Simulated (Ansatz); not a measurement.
What does this script print? It uses the Ansatz DFT code, driven from Python.

Script `restart.py`:
```python
import warnings

import ansatz as az

SETTINGS = {
    "xc": "pbesol",
    "ecut": 380,
    "occupations": "fermi_dirac",
    "beta": 0.2,
    "max_scf": 200,
}

warnings.simplefilter("ignore", az.DeckWarning)

lattice = az.Lattice.of(
    (3.85327, 0.0, 0.0),
    (0.0, 3.85327, 0.0),
    (0.0, 0.0, 3.85327),
)
sites = [
    ("Li", (0.0, 0.0, 0.0)),
    ("Pt", (0.0, 0.5, 0.5)),
    ("Pt", (0.5, 0.5, 0.0)),
    ("Pt", (0.5, 0.0, 0.5)),
]
structure = az.Crystal(lattice=lattice)
for symbol, position in sites:
    structure = structure.atom(symbol, position)

base = (
    structure.calculation()
    .functional(SETTINGS["xc"])
    .basis(SETTINGS["ecut"])
    .accuracy("low")
    .occupations(SETTINGS["occupations"], width=20 * az.meV)
    .mixing("broyden", ndim=6, beta=SETTINGS["beta"])
    .eigensolver("auto")
    .scf(max_iterations=SETTINGS["max_scf"], lower_state_search="standard")
)
coarse = base.kpoints(*(3, 3, 3)).checkpoint(write="state").run().report
warm = base.kpoints(*(6, 6, 6)).checkpoint(read="state").run().report
cold = base.kpoints(*(6, 6, 6)).run().report
for label, rep in (("coarse", coarse), ("fine, from the saved density", warm), ("fine, fresh start", cold)):
    print(f"{label:30s} F = {rep['free_energy_ev']:.5f} eV  iterations {rep['n_iterations']}")
```

Output of `python restart.py`:
```text
coarse                         F = -37356.44802 eV  iterations 8
fine, from the saved density   F = -37355.97217 eV  iterations 8
fine, fresh start              F = -37355.97217 eV  iterations 8
```

What to keep in mind:
- The settings weren't tested for convergence.
- The cutoff lies under the one recommended for these potentials.
- The mesh is modest for a metal, so energies can be off by several to tens of meV an atom and pressures by half a GPa or more; differences at equal mesh fare better.
- Spin-orbit coupling, which matters for elements this heavy, is left out.
- The structure comes from a database of computed cells and needn't be a stable or known phase.
- The script silences the warnings on its input, which a real study should read.
- Wall time of the script: 2.7 s on 1 thread of Intel(R) Xeon(R) 6975P-C (Granite Rapids), with other jobs on the host, peak memory 0.39 GiB.

(Lines on the test bed's own set-up are left out of the output.)
